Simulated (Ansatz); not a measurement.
**UBLYP/def2-SVP run of C2H5AlF (SMILES [CH2][Al]([CH3])[F])**

What is the electronic atomisation energy of C2H5AlF at UBLYP/def2-SVP? 

Program for the calculation: Ansatz 0.2.0.

55 further runs of the same task are left out: 1 that didn't finish, 54 set aside as unsound or not needed.

## (1) Starting point

The species is C2H5AlF (9 atoms), meant as a doublet with charge 0. SMILES: `[CH2][Al]([CH3])[F]`. The coordinates come from a PBE0-D4/def2-TZVP relaxation. This is one conformer, not always the lowest.

Bond lengths: C1–Al2 1.918 Å, Al2–C3 1.939 Å, Al2–F4 1.657 Å, C1–H5 1.088 Å, C1–H6 1.089 Å, C3–H7 1.094 Å, C3–H8 1.094 Å, C3–H9 1.093 Å. Some angles: C1–Al2–C3 125.9°, C1–Al2–F4 116.2°, C3–Al2–F4 117.9°, Al2–C1–H5 124.0°, Al2–C1–H6 123.9°, Al2–C3–H7 111.0°, Al2–C3–H8 110.9°, Al2–C3–H9 112.4°, H5–C1–H6 112.2°, H7–C3–H8 106.5°.

## (2) The energy at UBLYP/def2-SVP

The input, job.yaml:

```yaml
crystal:
  periodic: [false, false, false]
  atoms:
    - symbol: C
      position_ang: [-0.686400, 1.587500, -0.820000]
    - symbol: Al
      position_ang: [-0.112800, -0.228700, -0.596500]
    - symbol: C
      position_ang: [0.607100, -1.002300, 1.029300]
    - symbol: F
      position_ang: [-0.253200, -1.209400, -1.924700]
    - symbol: H
      position_ang: [-1.086800, 1.989200, -1.748800]
    - symbol: H
      position_ang: [-0.649000, 2.336800, -0.031000]
    - symbol: H
      position_ang: [-0.009300, -1.839800, 1.370600]
    - symbol: H
      position_ang: [1.611200, -1.403400, 0.860100]
    - symbol: H
      position_ang: [0.667900, -0.276300, 1.843700]
basis:
  gaussian:
    orbitals: def2-SVP
magnetization:
  spin_polarized: true
  initial_magnetization: 1
hamiltonian:
  xc: {name: BLYP}
accuracy: high
output: {orbitals: {seedname: orbitals}}
```

Launch:

```bash
$ ansatz run job.yaml --threads 1 --pin off --max-ram 3480MiB --events-out events.jsonl --progress --plain --runs-dir runs
```

Log:

```text
Warning: RAYON_NUM_THREADS=1 ignored (pool sized by the plan → 1); use --threads N
Functional definition: BLYP
  name "BLYP"
  parameter beta = 0.0042
  parameter a = 0.04918
  parameter b = 0.132
  parameter c = 0.2533
  parameter d = 0.349
  exchange = b88_x(beta = beta)
  correlation = lyp_c(a = a, b = b, c = c, d = d)
1920 factors; integrals over basis functions are off by at most 7.2e-9 eV
mean field evaluation 1: about -11448.0482 eV, gradient 5.6e1 eV
mean field evaluation 2: about -11425.1263 eV, gradient 8.6e1 eV
mean field evaluation 4: about -11462.4362 eV, gradient 7.2e0 eV
mean field evaluation 8: about -11462.6458 eV, gradient 3.4e-1 eV
mean field evaluation 16: about -11462.6465 eV, gradient 7.7e-5 eV
mean field -11462.64645587 eV, -421.2444875925 hartree, gradient 9.2e-8 eV, S^2 0.752299; 0 other end points of the search recorded, 0 dependent functions left out
reference -11462.64651385 eV, -421.2444897231 hartree; 20, 19 occupied and 65, 66 virtual orbitals, 1920 factors
Total energy: -11462.64651385 eV, -421.2444897231 hartree
```

It took 9 s on 1 thread of Arm Neoverse V1, shared host; peak memory 0.28 GiB.

## (3) The Al atom, same level

The input, job.yaml:

```yaml
crystal:
  periodic: [false, false, false]
  atoms:
    - {symbol: Al, position_ang: [0.000000, 0.000000, 0.000000]}
basis:
  gaussian: {orbitals: def2-SVP}
magnetization: {spin_polarized: true, initial_magnetization: 1}
hamiltonian: {xc: {name: BLYP}}
accuracy: high
```

Launch:

```bash
$ ansatz run job.yaml --threads 1 --pin off --max-ram 3480MiB --events-out events.jsonl --progress --plain --runs-dir runs
```

Log:

```text
Warning: RAYON_NUM_THREADS=1 ignored (pool sized by the plan → 1); use --threads N
[... 9 set-up lines as earlier in the session ...]
142 factors; integrals over basis functions are off by at most 1.6e-9 eV
mean field evaluation 1: about -6592.9274 eV, gradient 1.5e0 eV
mean field evaluation 2: about -6592.9611 eV, gradient 4.1e-1 eV
mean field evaluation 4: about -6592.9632 eV, gradient 1.5e-1 eV
mean field evaluation 8: about -6592.9634 eV, gradient 3.0e-5 eV
mean field evaluation 16: about -6592.9634 eV, gradient 3.5e-2 eV
mean field evaluation 32: about -6592.9634 eV, gradient 6.7e-4 eV
mean field -6592.96337735 eV, -242.2869352465 hartree, gradient 3.5e-9 eV, S^2 0.752143; 3 other end points of the search recorded, 0 dependent functions left out
reference -6592.96340605 eV, -242.2869363013 hartree; 7, 6 occupied and 11, 12 virtual orbitals, 142 factors
Total energy: -6592.96340605 eV, -242.2869363013 hartree
```

It took 1.2 s on 1 thread of Arm Neoverse V1, shared host.

## (4) The C atom at the same level

The input, run.yaml:

```yaml
crystal:
  periodic: [false, false, false]
  atoms:
    - {symbol: C, position_ang: [0.000000, 0.000000, 0.000000]}
basis:
  gaussian:
    orbitals: def2-SVP
magnetization:
  spin_polarized: true
  initial_magnetization: 2
accuracy: high
hamiltonian:
  xc: {name: BLYP}
```

Run the same way, it converges to -37.80070 Eh (log not shown).

## (5) The F atom at the same level

The input, in.yaml:

```yaml
crystal:
  periodic: [false, false, false]
  atoms:
    - {symbol: F, position_ang: [0.000000, 0.000000, 0.000000]}
basis:
  gaussian: {orbitals: def2-SVP}
magnetization: {spin_polarized: true, initial_magnetization: 1}
hamiltonian: {xc: {name: BLYP}}
accuracy: high
```

Run the same way, it converges to -99.62841 Eh (log not shown).

## (6) The H atom at the same level

The input, run.yaml:

```yaml
crystal:
  periodic: [false, false, false]
  atoms:
    - {symbol: H, position_ang: [0.000000, 0.000000, 0.000000]}
basis:
  gaussian: {orbitals: def2-SVP}
hamiltonian: {xc: {name: BLYP}}
magnetization: {spin_polarized: true, initial_magnetization: 1}
accuracy: high
```

Run the same way, it converges to -0.49640 Eh (log not shown).

## (7) Results

At UBLYP/def2-SVP:

| quantity | value |
| --- | --- |
| molecule: total energy | -421.24449 Eh |
| molecule: HOMO energy (highest over α and β) | -5.59 eV |
| molecule: LUMO energy (lowest over α and β) | -3.76 eV |
| molecule: ⟨S²⟩ | 0.752 |
| Al atom: total energy | -242.28694 Eh |
| Al atom: ⟨S²⟩ | 0.752 |
| C atom: total energy | -37.80070 Eh |
| C atom: ⟨S²⟩ | 2.002 |
| F atom: total energy | -99.62841 Eh |
| F atom: ⟨S²⟩ | 0.751 |
| H atom: total energy | -0.49640 Eh |
| H atom: ⟨S²⟩ | 0.750 |
| electronic atomisation energy | 33.898 eV |

In words: Taking the molecule apart into free atoms costs 33.90 eV (782 kcal/mol), before zero-point energy and without spin-orbit coupling.
